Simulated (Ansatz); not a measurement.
# GeH− (singlet): the correlation ladder at distance Ge1–H2 = 1.466 Å, aug-cc-pVDZ

How much of the correlation energy of GeH− (singlet) does each wave-function method recover here?

Program: Ansatz 0.2.0, Gaussian basis. Level of theory: aug-cc-pVDZ, core rule «outside noble gas», up to 14 orbitals frozen. These are calculated values, not measurements.

Plan: UHF; CCSD(T) on RHF; CCSD(T) on UHF; BCCD(T) on RHF; CISD; CCSDT(Q) on RHF; CCSDT(Q) on UHF; CASSCF and MRCISD+Q, 2 electrons in 2 orbitals; CASSCF and NEVPT2, 2 electrons in 2 orbitals; CASSCF and MRCISD+Q, 6 electrons in 5 orbitals; CASSCF and NEVPT2, 6 electrons in 5 orbitals; Full CI.

21 further runs of the same task are left out: 4 for a known fault of the program, 14 that didn't finish, 3 set aside as unsound or not needed.

## 1. The system

The geometry derives from a PBE0/def2-TZVPD stationary point (not a proven minimum). One bond is set to the value named and the two fragments are kept rigid. No spin-orbit coupling is included. The filled d shell of Ge may be among the frozen orbitals whatever the setting's name suggests; the logs give the count.

2 atoms, charge -1, spin multiplicity 1.

Atoms are counted from 1 here; the program's logs count them from 0.

Bond lengths: Ge1–H2 1.466 Å.

## 2. UHF

Contents of in.yaml:

```yaml
crystal:
  periodic: [false, false, false]
  atoms:
    - {symbol: Ge, position_ang: [0.000000, 0.000000, 0.000000]}
    - {symbol: H, position_ang: [0.000000, 0.000000, 1.466000]}
basis:
  gaussian: {orbitals: aug-cc-pVDZ}
total_charge: -1
magnetization: {spin_polarized: true, initial_magnetization: 0}
hamiltonian: {xc: hf}
output: {orbitals: {seedname: orbitals}}
```

Run with:

```bash
ansatz run in.yaml --threads 1 --pin off --events-out ev --progress --plain --max-ram 2393MiB
```

Further steps of the session: CCSD(T) on RHF; CCSD(T) on UHF; BCCD(T) on RHF; CISD; CCSDT(Q) on RHF; CCSDT(Q) on UHF; CASSCF and MRCISD+Q, 2 electrons in 2 orbitals; CASSCF and NEVPT2, 2 electrons in 2 orbitals; CASSCF and MRCISD+Q, 6 electrons in 5 orbitals; CASSCF and NEVPT2, 6 electrons in 5 orbitals; Full CI.

Before running them: what should the planned runs give, taken together? Wanted: FCI below the RHF energy; RMP2 from FCI; RCCSD from FCI; RCCSD(T) from FCI; RCCSDT(Q) from FCI; T1 diagnostic; effectively unpaired electrons.

**Answer**, as computed:

```
                         quantity              value
         FCI below the RHF energy         -3.3575 eV
                    RMP2 from FCI       +92.4 kJ/mol
                   RCCSD from FCI       +26.6 kJ/mol
                RCCSD(T) from FCI       +14.8 kJ/mol
               RCCSDT(Q) from FCI        -0.7 kJ/mol
levels within 1 kcal/mol (43 meV)  RCCSDT, RCCSDT(Q)
                    T1 diagnostic              0.012
   effectively unpaired electrons               2.04
```

RCCSD(T) misses by +14.8 kJ/mol, 4.6 % of the correlation energy. RCCSDT(Q) falls below full CI, which methods that aren't variational can do. With 2.0 effectively unpaired electrons against 0 the state is strongly multireference. These misses are within one basis, not against nature.
